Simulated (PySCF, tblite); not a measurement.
# C3H10BNOP radical: geometry, infrared bands and EPR parameters

Wanted: the infrared bands and EPR parameters of C3H10BNOP radical (`[CH2]OB(P)N(C)C`), by calculation.

Computed with tblite 0.8.0 and PySCF 2.14.0, with density-fitted response routines of our own, on a single molecule in the gas phase. Atoms are numbered from 0 throughout.

### Step 1. Starting geometry

17 atoms, charge 0, multiplicity 2; geometry from: force field or distance geometry start.

Bonds of the start (Å): C0–O1 1.38, O1–B2 1.48, B2–P3 1.92, B2–N4 1.53, N4–C5 1.47, N4–C6 1.47, C0–H7 1.11, C0–H8 1.11, P3–H9 1.46, P3–H10 1.46, C5–H11 1.11, C5–H12 1.12, C5–H13 1.11, C6–H14 1.12, C6–H15 1.11, C6–H16 1.11.

### Step 2. Optimising the geometry with GFN2-xTB

Job settings and geometry (Å):

```
{"job": {"kind": "relax", "xc": "GFN2-xTB", "basis": "xTB"}, "charge": 0, "multiplicity": 2}
C     -1.788300     0.908900    -1.330500
O     -1.041500    -0.253700    -1.396000
B     -0.674100    -0.568400     0.007100
P     -1.867600    -1.650700     1.058200
N      0.692900    -0.178900     0.579200
C      1.758000    -0.769400    -0.246900
C      0.841100     1.286800     0.621300
H     -2.824100     0.705400    -1.672200
H     -1.336500     1.678700    -1.985400
H     -1.760400    -0.806100     2.241600
H     -0.816100    -2.572200     1.475100
H      1.665500    -1.880400    -0.257400
H      2.748600    -0.530900     0.210300
H      1.744900    -0.386400    -1.292700
H      0.022300     1.742000     1.236700
H      1.797300     1.549100     1.131300
H      0.830800     1.738200    -0.389500
```

Launch:

```console
> OMP_NUM_THREADS=1 python probes_run.py task.json out
```

One launch serves the whole session: the jobs run in the order shown.

Log:

```text
step      E/eV     max force
  0    -602.88507    2.263
  1    -603.15104    1.624
  2    -603.35361    0.848
  3    -603.39681    0.678
  4    -603.54190    0.936
  5    -603.57817    1.432
  6    -603.67715    0.841
  7    -603.73123    0.717
  8    -603.81736    0.626
  9    -603.83933    0.646
 10    -603.90371    0.670
 11    -603.93865    0.509
 12    -603.95637    0.410
 13    -603.97804    0.415
 14    -604.00728    0.661
 15    -604.04305    0.919
 16    -604.08568    0.806
 17    -604.12804    0.579
 18    -604.15868    0.580
 19    -604.18679    0.478
 20    -604.21283    0.558
 21    -604.22923    0.452
 22    -604.25655    0.745
 23    -604.28570    0.396
 24    -604.31341    0.422
 25    -604.34429    0.629
 26    -604.36028    0.490
 27    -604.38443    0.342
 28    -604.40114    0.358
 29    -604.42072    0.328
 30    -604.43791    0.512
 31    -604.45206    0.510
 32    -604.47774    0.609
 33    -604.52532    0.528
 34    -604.57384    0.496
 35    -604.60338    0.419
 36    -604.63673    0.407
 37    -604.65743    0.427
 38    -604.66804    0.335
 39    -604.67815    0.355
 40    -604.68505    0.237
 41    -604.69640    0.220
 42    -604.70347    0.230
 43    -604.71516    0.189
 44    -604.72406    0.230
 45    -604.73532    0.251
 46    -604.74888    0.274
 47    -604.76458    0.335
 48    -604.78255    0.279
 49    -604.79982    0.331
 50    -604.81228    0.431
 51    -604.82715    0.384
 52    -604.84905    0.392
 53    -604.86911    0.422
 54    -604.89572    0.450
 55    -604.92524    0.395
 56    -604.95702    0.477
 57    -604.98721    0.472
 58    -604.99802    0.594
 59    -605.03010    0.814
 60    -605.04797    0.374
 61    -605.07287    0.384
 62    -605.08987    0.373
 63    -605.09965    0.274
 64    -605.11244    0.269
 65    -605.12311    0.253
 66    -605.13653    0.284
 67    -605.15423    0.212
 68    -605.16654    0.261
 69    -605.17429    0.315
 70    -605.18099    0.314
 71    -605.18819    0.209
 72    -605.19451    0.131
 73    -605.19688    0.154
 74    -605.19966    0.120
 75    -605.20213    0.127
 76    -605.20516    0.119
 77    -605.20796    0.113
 78    -605.21069    0.099
 79    -605.21307    0.093
 80    -605.21502    0.110
 81    -605.21622    0.107
 82    -605.21701    0.091
 83    -605.21767    0.094
 84    -605.21860    0.085
 85    -605.21963    0.099
 86    -605.22070    0.086
 87    -605.22164    0.080
 88    -605.22260    0.086
 89    -605.22351    0.067
 90    -605.22431    0.081
 91    -605.22482    0.052
 92    -605.22529    0.048
 93    -605.22583    0.056
 94    -605.22650    0.078
 95    -605.22708    0.062
 96    -605.22744    0.046
 97    -605.22768    0.035
 98    -605.22797    0.044
 99    -605.22839    0.052
100    -605.22894    0.066
101    -605.22954    0.074
102    -605.23012    0.081
103    -605.23072    0.098
104    -605.23142    0.083
105    -605.23217    0.062
106    -605.23275    0.051
107    -605.23299    0.043
108    -605.23322    0.035
109    -605.23341    0.029
110    -605.23356    0.031
111    -605.23364    0.023
112    -605.23372    0.024
113    -605.23382    0.022
114    -605.23394    0.022
115    -605.23405    0.020
116    -605.23414    0.027
117    -605.23422    0.029
118    -605.23431    0.023
119    -605.23437    0.016
120    -605.23441    0.013
121    -605.23444    0.017
122    -605.23447    0.016
123    -605.23450    0.015
124    -605.23453    0.015
125    -605.23457    0.014
126    -605.23461    0.016
127    -605.23465    0.014
128    -605.23468    0.012
129    -605.23471    0.014
130    -605.23473    0.014
131    -605.23477    0.014
132    -605.23480    0.016
133    -605.23483    0.014
134    -605.23486    0.016
135    -605.23488    0.017
136    -605.23491    0.015
137    -605.23495    0.017
138    -605.23498    0.012
139    -605.23499    0.004
```

Wall time 2.9 s (1 thread of AMD EPYC, shared host).

Relaxation path: (not every step is listed)

```
step  energy from step 0 (eV)  largest force (eV/Å)
   0                   0.0000                2.2630
   1                  -0.2660                1.6242
   2                  -0.4685                0.8475
   3                  -0.5117                0.6781
   4                  -0.6568                0.9358
   5                  -0.6931                1.4322
   6                  -0.7921                0.8413
   7                  -0.8462                0.7175
   8                  -0.9323                0.6259
  20                  -1.3278                0.5580
  32                  -1.5927                0.6086
  44                  -1.8390                0.2304
  56                  -2.0720                0.4766
  68                  -2.2815                0.2609
  80                  -2.3299                0.1103
  92                  -2.3402                0.0484
 104                  -2.3463                0.0826
 116                  -2.3491                0.0271
 128                  -2.3496                0.0122
 134                  -2.3498                0.0164
 135                  -2.3498                0.0172
 136                  -2.3498                0.0154
 137                  -2.3499                0.0171
 138                  -2.3499                0.0123
 139                  -2.3499                0.0042
```

Close pairs (by a distance rule), those that changed most:

```
  bond  before (Å)  after (Å)  change (Å)
 B2–N4       1.532      1.406      -0.127
 O1–B2       1.484      1.365      -0.120
P3–H10       1.459      1.384      -0.075
 P3–H9       1.458      1.384      -0.074
 C0–O1       1.383      1.331      -0.052
C6–H14       1.121      1.086      -0.035
 C0–H8       1.107      1.072      -0.035
 C0–H7       1.110      1.076      -0.033
```

The next job starts from the end point, and lists it.

### Step 3. Infrared spectrum with GFN2-xTB

Job settings and geometry (Å):

```
{"job": {"kind": "ir", "xc": "GFN2-xTB", "basis": "xTB"}, "charge": 0, "multiplicity": 2}
C     -2.553369     0.910449    -0.921721
O     -1.312614     0.905042    -0.439991
B     -0.528699    -0.169989    -0.137244
P     -1.221723    -1.987007    -0.103112
N      0.828940     0.096122     0.111690
C      1.829498    -0.908824     0.376530
C      1.376111     1.435395     0.114268
H     -3.023304     0.002896    -1.259532
H     -3.038194     1.865051    -0.978744
H     -2.467644    -1.655151     0.399496
H     -0.742231    -2.309336     1.154129
H      1.409087    -1.903198     0.234343
H      2.206303    -0.823316     1.401815
H      2.673185    -0.787158    -0.309409
H      0.579498     2.151015    -0.064407
H      1.843698     1.650446     1.079960
H      2.134462     1.539594    -0.667981
```

Log:

```text
mode    cm-1     km/mol
  1      86.5      0.84
  2     108.5      5.56
  3     123.1      2.31
  4     137.4      1.12
  5     160.1      0.65
  6     182.5      4.57
  7     217.8     16.50
  8     233.2     17.21
  9     288.1      5.42
 10     322.9     19.73
 11     336.4      2.76
 12     384.3      0.58
 13     420.4      1.80
 14     434.1     24.72
 15     537.9      3.82
 16     739.5      6.21
 17     746.7     11.08
 18     919.8     35.70
 19    1019.8     89.83
 20    1052.6      1.54
 21    1089.0      0.08
 22    1095.9     73.16
 23    1125.4     88.79
 24    1131.4     11.98
 25    1161.8     10.63
 26    1219.4     53.05
 27    1304.5     10.32
 28    1376.4      5.34
 29    1399.3     75.73
 30    1408.6     24.57
 31    1431.7     73.76
 32    1467.1      3.66
 33    1477.2     11.91
 34    1482.6      6.36
 35    1502.6     38.71
 36    2302.3    126.18
 37    2382.7    138.73
 38    2916.8     49.06
 39    2927.5     38.08
 40    2947.9     15.64
 41    2953.4    114.62
 42    3014.4     30.74
 43    3060.5     12.30
 44    3080.8     28.15
 45    3155.3     24.62
```

Wall time 1.6 s (1 thread of AMD EPYC, shared host).

The strongest bands and the atoms that carry them (share of the mass-weighted mode):

```
cm⁻¹  km/mol                                  atoms
1020    89.8    B2 42 %, H8 12 %, C0 12 %, H11 10 %
1096    73.2     H7 35 %, H8 22 %, C0 17 %, O1 15 %
1125    88.8  B2 23 %, H14 14 %, H11 13 %, H15 11 %
1399    75.7   H14 22 %, N4 14 %, H15 13 %, C6 13 %
1432    73.8   N4 18 %, H12 15 %, B2 13 %, H11 10 %
2302   126.2                      H10 50 %, H9 47 %
2383   138.7                      H9 50 %, H10 47 %
2953   114.6           H15 33 %, H13 31 %, H16 23 %
```

### Step 4. EPR parameters: B3LYP/pcH-1

Same as in step 3 but for these lines:

```diff
@@ -1,2 +1,2 @@
-{"job": {"kind": "ir", "xc": "GFN2-xTB", "basis": "xTB"}, "charge": 0, "multiplicity": 2}
+{"job": {"kind": "epr", "basis": "pcH-1"}, "charge": 0, "multiplicity": 2}
 C     -2.553369     0.910449    -0.921721
```

Method: UKS B3LYP, pcH-1 on B C H N O P, non-relativistic, mean-field spin-orbit, GIAO.

Log:

```text
UKS, coarse grid
  cycle   1  E = -616.48912655  |g| = 4.44e-01
  cycle   2  E = -616.38269644  |g| = 6.94e-01
  cycle   3  E = -616.55883280  |g| = 8.85e-02
  cycle   4  E = -616.56138626  |g| = 3.45e-02
  cycle   5  E = -616.56189928  |g| = 1.20e-02
  cycle   6  E = -616.56195593  |g| = 5.68e-03
  cycle   7  E = -616.56196850  |g| = 1.15e-03
  cycle   8  E = -616.56196976  |g| = 5.88e-04
UKS, final grid
  cycle   1  E = -616.56190206  |g| = 6.52e-04
  cycle   2  E = -616.56190193  |g| = 8.68e-04
  cycle   3  E = -616.56190226  |g| = 1.08e-04
  cycle   4  E = -616.56190227  |g| = 3.41e-05
  cycle   5  E = -616.56190227  |g| = 1.72e-05
E = -616.56190227 Eh   <S^2> = 0.7535 (exact 0.7500)
g shifts (ppm)      1          2          3
  rmc          -178       -178       -178
  gc              1         43         35
  oz_so         206       1149       1645
  total          29       1014       1503
hyperfine (MHz)  atom isotope    a_iso     a_fc   dipolar eigenvalues
    0   13C      84.32      84.37    -79.66    -77.43    157.09
    1   17O     -11.14     -11.15    -48.11     23.24     24.88
    2   11B      -0.62      -0.61     -3.78      0.83      2.95
    3   31P       0.67       0.66     -2.59     -0.10      2.69
    4   14N       1.89       1.89     -2.19     -1.81      4.00
    5   13C      -1.72      -1.72     -0.30     -0.19      0.49
    6   13C      -1.28      -1.28     -0.40     -0.23      0.63
    7    1H     -64.27     -64.30    -37.33      0.04     37.29
    8    1H     -65.27     -65.29    -37.66      0.02     37.64
    9    1H      -1.34      -1.34     -3.13     -2.62      5.75
   10    1H       0.51       0.51     -1.13     -0.89      2.02
   11    1H       0.10       0.10     -0.86     -0.73      1.59
   12    1H       4.70       4.70     -0.72     -0.66      1.38
   13    1H       3.92       3.92     -0.78     -0.67      1.45
   14    1H       0.10       0.10     -2.26     -1.80      4.07
   15    1H       2.14       2.14     -0.99     -0.69      1.68
   16    1H       2.54       2.54     -1.08     -0.70      1.78
```

Run time: 2.7 min. Hardware: 1 thread of AMD EPYC, shared host; peak memory 1.1 GiB.

Principal g values 2.00235, 2.00333, 2.00382; g(iso) = 2.00317, against 2.00232 for a free electron.

Mean a(iso) over the nuclei that a row names, and the largest dipolar term of the row (other rows stand at the frozen geometry):

```
                      nuclei  isotope  a(iso) (MHz)  a(iso) (G, at g = 2.0023)  largest dipolar term (MHz)
                          C0      13C          84.3                       30.1                       157.1
                      H7, H8       1H         -64.8                      -23.1                       -37.7
                          O1      17O         -11.1                       -4.0                       -48.1
H11, H12, H13, H14, H15, H16       1H           2.3                        0.8                         4.1
                          N4      14N           1.9                        0.7                         4.0
                      C5, C6      13C          -1.5                       -0.5                         0.6
                          P3      31P           0.7                        0.2                         2.7
                          B2      11B          -0.6                       -0.2                        -3.8
                     H9, H10       1H          -0.4                       -0.1                         5.7
```

Mulliken spin populations:

C0 0.96; O1 0.08; B2 0.01; P3 0.00; N4 0.03; C5 0.00; C6 0.00; H7 -0.04; H8 -0.05; H9 0.00; H10 0.00; H11 0.00; H12 0.00; H13 0.00; H14 0.00; H15 0.00; H16 0.00

In first order the couplings over 0.8 MHz of 1H, 14N give 63 distinct lines over 52.4 G, if the averaged nuclei exchange fast.

Orbitals, density, ELF and potential are computed afterwards from the orbital file.

ELF in a plane through or near 8 of the atoms.

Ten even steps from '0' (0.00) to '9' (1.00):
```
0000000000000000000000000000
0000000000000000000000000000
0000000000000000000000000000
0000000000000233332100000000
0000000001001688644421000000
0000000027820686118986100000
0000000138960362428997100000
0000003567850157547861000000
0000003764452347961001210000
0000001455855828130179840000
0000000112632841775479730000
0000000013786215667335410000
0000000156216204886479961000
0000000156489940651399993000
0000000123489970010199992000
0000000000159980000047620000
0000000000001200000000000000
0000000000000000000000000000
0000000000000000000000000000
0000000000000000000000000000
```
The map spans 11.7 Å across and 10.3 Å up, centred on the molecule. Atoms in the plane (x, y in Å): C0 (2.7, -0.9), O1 (1.4, -0.9), B2 (0.5, 0.2), N4 (-0.8, -0.1), C5 (-1.9, 0.8), C6 (-1.3, -1.5), H8 (3.2, -1.8), H14 (-0.5, -2.2).

log10 of the density (e/Å³) in the same plane.

Ten even steps from '0' (-4.0) to '9' (1.8):
```
0000000000000000000000000000
0000000000001112221100000000
0000000000012223332211000000
0000000011123344444332100000
0000001223334556655443210000
0000012344544566766654310000
0000123455654566876654320000
0001234566655556666554321000
0001235678766666665444432100
0001234566777779665555543100
0000234456788767776666543100
0000123456676656797796543200
0000123456876555777677643200
0000123456777654555567643100
0000013455666654444455542100
0000012234444443222233321000
0000000122233221000111110000
0000000000111100000000000000
0000000000000000000000000000
0000000000000000000000000000
```
The map spans 11.7 Å across and 10.3 Å up, centred on the molecule. Atoms in the plane (x, y in Å): C0 (2.7, -0.9), O1 (1.4, -0.9), B2 (0.5, 0.2), N4 (-0.8, -0.1), C5 (-1.9, 0.8), C6 (-1.3, -1.5), H8 (3.2, -1.8), H14 (-0.5, -2.2).

On the surface of density 0.002 e/bohr³ the electrostatic potential runs, from the 1st to the 99th percentile, from -1.07 V near P3 to 0.79 V near H8.

The spin density lies nearest to C0 59 %; O1 13 %; H7, H8 about 10 % each.

### Step 5. Summary of results

| quantity | value |
| --- | --- |
| strongest single infrared mode (GFN2-xTB) | 2383 cm⁻¹, 139 km/mol |
| zero-point energy (GFN2-xTB) | 81.3 kcal/mol |
| g(iso) (B3LYP) | 2.00317 |
| ⟨S²⟩ | 0.754 (exact 0.75) |
| largest a(iso) (averaged by class) | 13C on C0, 84.3 MHz |
| surface potential, 1st and 99th percentile | -1.07 V and 0.79 V |

Relaxing lowered the energy by 2.350 eV in 139 steps; the close pair that moved most is B2–N4, from 1.532 to 1.406 Å. No mode is imaginary among the 45: a minimum at this level. The strongest single mode, at 2383 cm⁻¹, moves mainly H9 and H10. Unscaled tight-binding wavenumbers are off by several per cent, some by more. Its intensities can rank the bands wrongly. C0 carries the largest spin population, 0.96 e. The isotropic g lies 0.8 ppt above the free-electron value.
